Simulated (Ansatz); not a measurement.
**Hf2Cu: energy and pressure over a range of volumes**

An exercise on one series of results from a longer session: the logs are not shown, and one member is left open.

Method: DFT PBEsol, scalar-relativistic, in Ansatz 0.2.0.

### Starting point

The structure is tetragonal, space group I4/mmm (No. 139). Conventional cell: a = 3.170 Å, b = 3.170 Å, c = 11.133 Å, α = 90.00°, β = 90.00°, γ = 90.00°. Hf (site symmetry 4mm) has 4 Cu at 2.86 Å and 8 Hf at 3.01 to 3.17 Å in its first shell of neighbours. Around Cu (site symmetry 4/mmm) lie 8 Hf at 2.86 Å and 4 Cu at 3.17 Å.

Coordinates:

```
Hf Cu
1.0
    -1.58475    1.58475    5.56665
     1.58475   -1.58475    5.56665
     1.58475    1.58475   -5.56665
Hf Cu
2 1
Direct
  0.34000 0.34000 0.00000
  0.66000 0.66000 0.00000
  0.00000 0.00000 0.00000
```

Atoms are numbered in the order of the input: Hf1, Hf2, Cu3.

Set-up of the first run:

input.yaml reads:

```yaml
crystal:
  lattice:
    - [-1.5523990858, 1.5523990858, 5.4530130121]
    - [1.5523990858, -1.5523990858, 5.4530130121]
    - [1.5523990858, 1.5523990858, -5.4530130121]
  atoms:
    - { symbol: Hf, position: [0.34, 0.34, 0.0] }
    - { symbol: Hf, position: [0.66, 0.66, 0.0] }
    - { symbol: Cu, position: [0.0, 0.0, 0.0] }
kpoints:
  mp_grid: { grid: [16, 16, 16] }
  band_path:
    path:
      - [0.0, 0.0, 0.0]
      - [0.0, 0.0, 0.5]
      - [0.25, 0.25, 0.25]
      - [0.0, 0.5, 0.0]
      - [0.0, 0.0, 0.0]
      - [0.5, 0.5, -0.5]
      - [0.2702615981, 0.7297384019, -0.2702615981]
      - [-0.2702615981, 0.2702615981, 0.2702615981]
      - [0.0, 0.0, 0.0]
    npoints: 5
scf:
  occupations: { method: fermi_dirac, width: 0.03 }
hamiltonian:
  xc: pbesol
  pseudopotentials: { kind: all_electron, lapw: { basis_error: 0.001 } }
output:
  forces: true
  stress: true
  eigenvalues: true
```

Launch:

```console
$ ansatz run input.yaml --threads 1 --pin off --max-ram 4096MiB --backend cpu --events-out ev --progress --plain --runs-dir out
```

Among the steps run: Volume × 0.94, LAPW; Volume × 0.94, PAW; Volume × 0.94, crystal datasets; Volume × 0.98, LAPW; Volume × 0.98, PAW; Volume × 0.98, crystal datasets; Volume × 1.01, LAPW; Volume × 1.01, PAW; Volume × 1.01, crystal datasets; Volume × 1.04, LAPW; Volume × 1.04, PAW; Volume × 1.04, crystal datasets.

One of the session's tables, all rows but one given; the rest of the session is left out.

It belongs to the step «The equation of state». 

| method | volume (Å³/atom) | largest force (eV/Å) |
| --- | --- | --- |
| LAPW | 17.522 | 0.950 |
| LAPW | 18.268 | 0.779 |
| LAPW | 18.827 | 0.657 |
| LAPW | 19.386 | 0.541 |
| PAW | 17.522 | 0.949 |
| PAW | 18.268 | ? |
| PAW | 18.827 | 0.656 |
| PAW | 19.386 | 0.541 |
| crystal datasets | 17.522 | 0.950 |
| crystal datasets | 18.268 | 0.779 |
| crystal datasets | 18.827 | 0.657 |
| crystal datasets | 19.386 | 0.541 |

Q: Estimate the row for PAW, 18.268 from the others.

**Answer.** largest force (eV/Å): 0.778. In the column «largest force (eV/Å)» it lies between crystal datasets, 18.827 (0.657) and LAPW, 18.268 (0.779).

To keep in mind: Warnings in the runs' records: gradients without spin orbit, crystal datasets made.
